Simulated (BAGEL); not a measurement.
**C2HAlCl2 (AlCl2(CCH)) at HF/cc-pVDZ (density fitting with qzvpp-jkfit)**

What is the energy change on altering one bond length of C2HAlCl2 (AlCl2(CCH)) at HF/cc-pVDZ (density fitting with qzvpp-jkfit)? 

Program for the calculation: BAGEL 1.2.2.

1 further run of the same task is left out (set aside as unsound or not needed).

## 1. The molecule

C2HAlCl2: 6 atoms, total charge 0, spin state singlet. SMILES: `C#[C][Al]([Cl])[Cl]`. Geometry: a GFN2-xTB relaxation, a rough one for these elements and not checked as a minimum.

Bond lengths: Al1–Cl2 2.026 Å, Al1–Cl3 2.027 Å, Al1–C4 1.938 Å, C4–C5 1.209 Å, C5–H6 1.055 Å. Angles: Cl2–Al1–Cl3 122.0°, Cl2–Al1–C4 119.0°, Cl3–Al1–C4 118.9°, Al1–C4–C5 179.9°, C4–C5–H6 179.9°.

## 2. A single-point energy at HF/cc-pVDZ (density fitting with qzvpp-jkfit)

File input.json:

```json
{ "bagel": [

{
  "title": "molecule",
  "basis": "cc-pvdz.json",
  "df_basis": "qzvpp-jkfit",
  "angstrom": "true",
  "geometry": [
    { "atom": "Al", "xyz": [    0.607070,    1.058280,    0.009680 ] },
    { "atom": "Cl", "xyz": [    2.632720,    1.030540,    0.052430 ] },
    { "atom": "Cl", "xyz": [   -0.444300,    2.791600,   -0.020450 ] },
    { "atom": "C", "xyz": [   -0.356700,   -0.622610,   -0.003850 ] },
    { "atom": "C", "xyz": [   -0.957480,   -1.671150,   -0.013890 ] },
    { "atom": "H", "xyz": [   -1.481300,   -2.586660,   -0.023920 ] }
  ]
},
{
  "title": "hf"
},
{
  "title": "print",
  "file": "orbitals.molden",
  "orbitals": "true"
}

]}
```

The basis set cc-pVDZ is read from a file made from the Basis Set Exchange's data (not shown).

Launch:

```
$ BAGEL_NUM_THREADS=1 BAGEL input.json > input.out
```

Log:

```text
* using 1 threads per process

  ===============================================================
  ===============================================================

  *** Geometry ***

  { "atom" : "Al", "xyz" : [      1.147196,      1.999859,      0.018293 ] },
  { "atom" : "Cl", "xyz" : [      4.975120,      1.947438,      0.099078 ] },
  { "atom" : "Cl", "xyz" : [     -0.839605,      5.275359,     -0.038645 ] },
  { "atom" : "C", "xyz" : [     -0.674065,     -1.176562,     -0.007275 ] },
  { "atom" : "C", "xyz" : [     -1.809375,     -3.158016,     -0.026248 ] },
  { "atom" : "H", "xyz" : [     -2.799251,     -4.888079,     -0.045202 ] },

  Number of auxiliary basis functions:      552

  Since a DF basis is specified, we compute 2- and 3-index integrals:
    o Being stored without compression. Storage requirement is 0.033 GB

  Number of basis functions:       87
  Number of electrons      :       60

    * METHOD: MOLECULE                             0.28

  *** RHF ***

  === Nuclear Repulsion ===
   273.6737246032

      * DIIS with orbital gradients will be used.

  === RHF iteration (cc-pvdz.json) ===
      0      -1237.23589544          0.01080065           0.12
      1      -1237.33421170          0.00436900           0.11
      2      -1237.34695463          0.00110971           0.11
      3      -1237.34778967          0.00049847           0.11
      4      -1237.34792990          0.00007754           0.12
      5      -1237.34793615          0.00003438           0.12
      6      -1237.34793801          0.00002000           0.12
      7      -1237.34793898          0.00000690           0.12
      8      -1237.34793910          0.00000200           0.12
      9      -1237.34793911          0.00000073           0.11
     10      -1237.34793911          0.00000021           0.12
     11      -1237.34793911          0.00000009           0.12
     12      -1237.34793911          0.00000002           0.12
     13      -1237.34793911          0.00000001           0.11
    * SCF iteration converged.

    * Permanent dipole moment:
           (    0.274168,     0.486849,     0.004468) a.u.

    * METHOD: HF                                   1.84

    * METHOD: PRINT                                0.01

  ===============================================================
```

Run time: 2.3 s. Hardware: 1 thread of Arm Neoverse V2, shared host; peak memory 0.14 GiB.

## 3. The distorted shape, same level

File calc.json:

```json
{ "bagel" : [

{
  "title" : "molecule",
  "basis" : "cc-pvdz.json",
  "df_basis" : "qzvpp-jkfit",
  "angstrom" : true,
  "geometry" : [
    { "atom" : "Al", "xyz" : [    0.697199,    1.215582,    0.011186 ] },
    { "atom" : "Cl", "xyz" : [    2.722849,    1.187842,    0.053936 ] },
    { "atom" : "Cl", "xyz" : [   -0.354171,    2.948902,   -0.018944 ] },
    { "atom" : "C", "xyz" : [   -0.266571,   -0.465308,   -0.002344 ] },
    { "atom" : "C", "xyz" : [   -0.957480,   -1.671150,   -0.013890 ] },
    { "atom" : "H", "xyz" : [   -1.481300,   -2.586660,   -0.023920 ] }
  ]
},
{
  "title" : "hf",
  "charge" : 0
},
{
  "title" : "print",
  "file" : "orbitals.molden",
  "orbitals" : true
}

]}
```

The basis set cc-pVDZ is read from a file made from the Basis Set Exchange's data (not shown).

Launch:

```
$ BAGEL_NUM_THREADS=1 BAGEL calc.json > calc.out
```

Log:

```text
* using 1 threads per process

  ===============================================================
  ===============================================================

  *** Geometry ***

  { "atom" : "Al", "xyz" : [      1.317515,      2.297117,      0.021138 ] },
  { "atom" : "Cl", "xyz" : [      5.145439,      2.244696,      0.101924 ] },
  { "atom" : "Cl", "xyz" : [     -0.669286,      5.572617,     -0.035799 ] },
  { "atom" : "C", "xyz" : [     -0.503746,     -0.879305,     -0.004430 ] },
  { "atom" : "C", "xyz" : [     -1.809375,     -3.158016,     -0.026248 ] },
  { "atom" : "H", "xyz" : [     -2.799251,     -4.888079,     -0.045202 ] },

  Number of auxiliary basis functions:      552

  Since a DF basis is specified, we compute 2- and 3-index integrals:
    o Being stored without compression. Storage requirement is 0.033 GB

  Number of basis functions:       87
  Number of electrons      :       60

    * METHOD: MOLECULE                             0.28

  *** RHF ***

  === Nuclear Repulsion ===
   269.7690962655

      * DIIS with orbital gradients will be used.

  === RHF iteration (cc-pvdz.json) ===
      0      -1237.19336895          0.00896754           0.12
      1      -1237.28092774          0.00388191           0.11
      2      -1237.29189523          0.00131813           0.11
      3      -1237.29286785          0.00087997           0.11
      4      -1237.29331461          0.00011453           0.11
      5      -1237.29333435          0.00007522           0.11
      6      -1237.29334828          0.00005421           0.11
      7      -1237.29336298          0.00001840           0.11
      8      -1237.29336443          0.00000459           0.11
      9      -1237.29336448          0.00000165           0.11
     10      -1237.29336448          0.00000060           0.11
     11      -1237.29336448          0.00000035           0.11
     12      -1237.29336448          0.00000006           0.12
     13      -1237.29336448          0.00000003           0.11
     14      -1237.29336448          0.00000002           0.11
     15      -1237.29336449          0.00000001           0.11
    * SCF iteration converged.

    * Permanent dipole moment:
           (    0.287049,     0.509252,     0.004702) a.u.

    * METHOD: HF                                   2.03

    * METHOD: PRINT                                0.01

  ===============================================================
```

It took 2.5 s on 1 thread of Arm Neoverse V2, shared host; peak memory 0.14 GiB.

## 4. Summary of results

Level: HF/cc-pVDZ (density fitting with qzvpp-jkfit).

```
                                                         quantity           value
                                        first shape: total energy  -1237.34794 Eh
                                       first shape: dipole moment          1.42 D
                                         first shape: HOMO energy       -11.10 eV
                                         first shape: LUMO energy         1.56 eV
                                       first shape: HOMO–LUMO gap        12.66 eV
                                    distorted shape: total energy  -1237.29336 Eh
                                   distorted shape: dipole moment          1.49 D
                                     distorted shape: HOMO energy       -10.17 eV
                                     distorted shape: LUMO energy         1.27 eV
                                   distorted shape: HOMO–LUMO gap        11.44 eV
energy change with the C4–C5 bond stretched from 1.209 to 1.390 Å        1.485 eV
```

What this shows: With the C4–C5 bond stretched from 1.209 to 1.390 Å the energy rises by 1.49 eV (34 kcal/mol). The first shape isn't relaxed at this level, so the change isn't measured from a minimum.
